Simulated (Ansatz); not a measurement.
**CH₂AlOS+ (SMILES [AlH2][C+]1OS1): one structure at several levels**

The atoms stand at a structure displaced at random from a GFN2-xTB minimum. How far do the functionals agree with CCSD(T) there?

Method: single points in def2-TZVPP; program: Ansatz 0.2.0, Gaussian basis.

Cores are frozen in the correlated methods.

### 1 Starting geometry

SMILES `[AlH2][C+]1OS1`, 6 atoms, charge 1, spin multiplicity 1.

Atoms are counted from 1 here; the program's logs count them from 0.

Bond lengths: Al1–C2 2.001 Å, Al1–H6 1.476 Å, C2–O3 1.269 Å, C2–S4 1.790 Å. Angles: C2–Al1–H6 139.3°, Al1–C2–O3 145.7°, Al1–C2–S4 130.5°, O3–C2–S4 81.6°.

Geometry (Å):

```xyz
6
charge 1, multiplicity 1
Al   -0.2472    1.1635   -0.0613
C     0.5147   -0.6645    0.2223
O     1.0647   -1.4539    1.0492
S     0.1863   -2.2054   -0.6277
H    -1.5391    0.7994   -1.4674
H    -0.1804    2.5097    0.5410
```

### 2 CCSD(T)/def2-TZVPP

run/in.yaml

```yaml
crystal:
  periodic: [false, false, false]
  atoms:
    - {symbol: Al, position_ang: [-0.247200, 1.163500, -0.061300]}
    - {symbol: C, position_ang: [0.514700, -0.664500, 0.222300]}
    - {symbol: O, position_ang: [1.064700, -1.453900, 1.049200]}
    - {symbol: S, position_ang: [0.186300, -2.205400, -0.627700]}
    - {symbol: H, position_ang: [-1.539100, 0.799400, -1.467400]}
    - {symbol: H, position_ang: [-0.180400, 2.509700, 0.541000]}
basis:
  gaussian: {orbitals: def2-TZVPP}
total_charge: 1
correlation: {method: ccsd_t}
output: {forces: true}
```

The command line of these runs was not kept.

### 3 PBE0-D4/def2-TZVPP

run/in.yaml: that of step 2 with these lines changed.

```diff
@@ -12,3 +12,3 @@
 total_charge: 1
-correlation: {method: ccsd_t}
-output: {forces: true}
+hamiltonian: {xc: pbe0, dispersion: d4}
+output: {forces: true, orbitals: {seedname: orbitals}}
```

### 4 wB97M-V/def2-TZVPP

run/in.yaml: that of step 3 with these lines changed.

```diff
@@ -12,3 +12,3 @@
 total_charge: 1
-hamiltonian: {xc: pbe0, dispersion: d4}
-output: {forces: true, orbitals: {seedname: orbitals}}
+hamiltonian: {xc: {name: wB97M-V}}
+output: {forces: true}
```

### 5 r2SCAN-D4/def2-TZVPP

run/in.yaml: that of step 4 with these lines changed.

```diff
@@ -12,3 +12,3 @@
 total_charge: 1
-hamiltonian: {xc: {name: wB97M-V}}
+hamiltonian: {xc: r2scan, dispersion: d4}
 output: {forces: true}
```

### 6 PBE-D4/def2-TZVPP

run/in.yaml: that of step 5 with these lines changed.

```diff
@@ -12,3 +12,3 @@
 total_charge: 1
-hamiltonian: {xc: r2scan, dispersion: d4}
+hamiltonian: {xc: pbe, dispersion: d4}
 output: {forces: true}
```

### 7 r2SCAN0-D4/def2-TZVPP

run/in.yaml: that of step 6 with these lines changed.

```diff
@@ -12,3 +12,3 @@
 total_charge: 1
-hamiltonian: {xc: pbe, dispersion: d4}
+hamiltonian: {xc: {name: r2SCAN0}, dispersion: d4}
 output: {forces: true}
```

### 8 BHLYP-D4/def2-TZVPP

run/in.yaml: that of step 7 with these lines changed.

```diff
@@ -12,3 +12,3 @@
 total_charge: 1
-hamiltonian: {xc: {name: r2SCAN0}, dispersion: d4}
+hamiltonian: {xc: {name: BHLYP}, dispersion: d4}
 output: {forces: true}
```

(Steps that only read results are left out.)

Before running it: what results should come out? Wanted: energy less free atoms, CCSD(T)/def2-TZVPP; RMS force component; RMS force error; HOMO and LUMO, PBE0-D4; T1 diagnostic.

The runs gave:

| quantity | value |
| --- | --- |
| energy less free atoms, CCSD(T)/def2-TZVPP | -8.961 eV |
| RMS force component | 1.403 to 2.117 eV/Å over the methods |
| RMS force error | PBE0-D4 0.464, wB97M-V 0.536, r2SCAN-D4 0.227, PBE-D4 0.305, r2SCAN0-D4 0.598, BHLYP-D4 0.861 eV/Å |
| HOMO and LUMO, PBE0-D4 | -13.06 and -10.38 eV |
| T1 diagnostic | 0.031 |

In words: Against CCSD(T) the functionals' energies less atoms differ by -1.745 to +1.050 eV, PBE-D4 by -1.745 eV. CCSD(T) in triple zeta still lacks some correlation energy of the bonds, so part of these gaps is its own basis error and they don't rank the functionals. For forces r2SCAN-D4 does best and BHLYP-D4 worst. Frozen-core CCSD(T) forces in triple zeta carry basis errors of their own, and this is one geometry, so small gaps rank nothing. The T1 diagnostic is large here, over the usual mark for main-group molecules (transition-metal compounds often pass it harmlessly), so CCSD(T) itself may be off. The restricted Hartree–Fock reference is unstable towards an unrestricted one at one or more of these structures.
